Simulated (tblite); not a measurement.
# C2H11NSi2: the cost of one run

Computed with tblite 0.8.0 and PySCF 2.14.0 and routines of our own; the level stands in each step. Atoms count from 0.

### Step 1. The system as given

16 atoms, charge 0, multiplicity 1; geometry from: start built from the parent or by distance geometry.

### Step 2. Relaxing the molecule with GFN2-xTB

Job settings and geometry (Å):

```
{"job": {"kind": "relax", "xc": "GFN2-xTB", "basis": "xTB"}, "charge": 0, "multiplicity": 1}
C     -1.599400    -1.158800    -0.044400
C     -0.983300    -0.003900    -0.851500
N      0.321800     0.458400    -0.283500
Si     1.784700    -0.344600    -0.482000
Si     0.442200     1.465400     1.097300
H     -0.983300    -2.039600    -0.019900
H     -1.839900    -0.849300     0.979000
H     -2.547700    -1.435400    -0.507500
H     -1.678600     0.812700    -0.888600
H     -0.846100    -0.342300    -1.863200
H      2.920700     0.582900    -0.520600
H      1.931000    -1.344800     0.641100
H      1.718500    -1.097300    -1.726100
H     -0.765200     2.307800     1.134000
H      0.488000     0.647000     2.307300
H      1.621500     2.359900     1.005700
```

On the command line:

```
OMP_NUM_THREADS=1 python redox_run.py task.json out
```

One launch serves the whole session: the jobs run in the order shown.

**Question.** How long does this first job take on 1 thread of Intel Xeon at 2.50GHz, shared host?

About 5.7 s.
